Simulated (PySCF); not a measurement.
# H6O6Ru ([Ru(OH)6]-): the cost of one run

Programs: PySCF 2.14.0, with routines of our own; each step states its level. All values are computed. Atoms count from 0.

## 1. The system as given

13 atoms, charge -1, states of the metal's open shell are computed; geometry from: model geometry, bond lengths from ionic radii.

## 2. Ligand-field states: state-averaged CASSCF in water

Job settings and geometry (Å):

```
{"job": {"kind": "lf", "basis": {"metal": "x2c-TZVPall", "ligand": "x2c-SVPall"}, "nevpt": true, "solvent": "water"}, "charge": -1, "metal": "Ru", "open_shell": "d3"}
Ru     0.000000     0.000000     0.000000
O      0.000000     0.000000     1.895000
H      0.800000     0.000000     2.435000
O      0.000000     0.000000    -1.895000
H     -0.800000     0.000000    -2.435000
O      1.895000     0.000000     0.000000
H      2.435000     0.800000     0.000000
O     -1.895000     0.000000     0.000000
H     -2.435000    -0.800000     0.000000
O      0.000000     1.895000     0.000000
H      0.000000     2.435000     0.800000
O     -0.000000    -1.895000     0.000000
H     -0.000000    -2.435000    -0.800000
```

Level: state-averaged CASSCF of the metal d shell, SC-NEVPT2 on the averaged canonical orbitals, state-interaction spin-orbit coupling.

The run is started by

```sh
OMP_NUM_THREADS=1 python lf_run.py task.json out
```

The driver reads the jobs from task.json and runs them one after another.

Q: Estimate the wall time and peak memory of this first job on 1 thread of Arm Neoverse V2, shared host.

About 24 s, with a peak of 0.46 GiB.
